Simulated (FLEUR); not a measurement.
# TiClO: equation of state with PBEsol

The system is TiClO.

```xyz
6
Lattice="3.3800 0.0000 0.0000 0.0000 3.7900 0.0000 0.0000 0.0000 8.0300" Properties=species:S:1:pos:R:3 pbc="T T T"
Ti    1.6900    0.0000    7.0503
Ti    0.0000    1.8950    0.9797
Cl    0.0000    0.0000    5.4604
Cl    1.6900    1.8950    2.5696
O     0.0000    0.0000    0.5220
O     1.6900    1.8950    7.5080
```

```yaml
Program: FLEUR MaX-R8.1 (later development tree)
Task: equation of state
Functional: PBEsol
Potentials_or_basis: all-electron
Basis: FLAPW
Kmax: 5.21 1/bohr
k_mesh: 8 × 7 × 4
Occupations: fermi-dirac, width 0.05 eV
Spin: no spin polarisation
Gmax: 16.2 1/bohr
Muffin-tin_radii: Ti 1.88, Cl 2.06, O 1.43 bohr
lmax: Ti 8, Cl 9, O 8
lnonsphr: Ti 8, Cl 9, O 8
Local_orbitals_a_species: Ti 5, Cl 4, O 3
```

```
Equilibrium volume                        : 16.86 Å³/atom
Bulk modulus at fixed shape and positions : 113 GPa
Pressure derivative of the bulk modulus   : 4.3
```

Energy against volume, from the lowest point:
| volume (Å³/atom) | energy (meV/atom) |
| --- | --- |
| 16.116 | 12.39 |
| 16.459 | 3.38 |
| 16.801 | 0.00 |
| 17.144 | 1.60 |
| 17.487 | 7.74 |
| 17.830 | 17.97 |
| 18.173 | 31.81 |

Caveat: the cell was scaled at fixed shape and fractional positions, which overstates the stiffness of a crystal with free parameters, most of all of layers and chains; this functional lacks dispersion, which binds the layers, so the pressure and a relaxed spacing across them are unreliable.
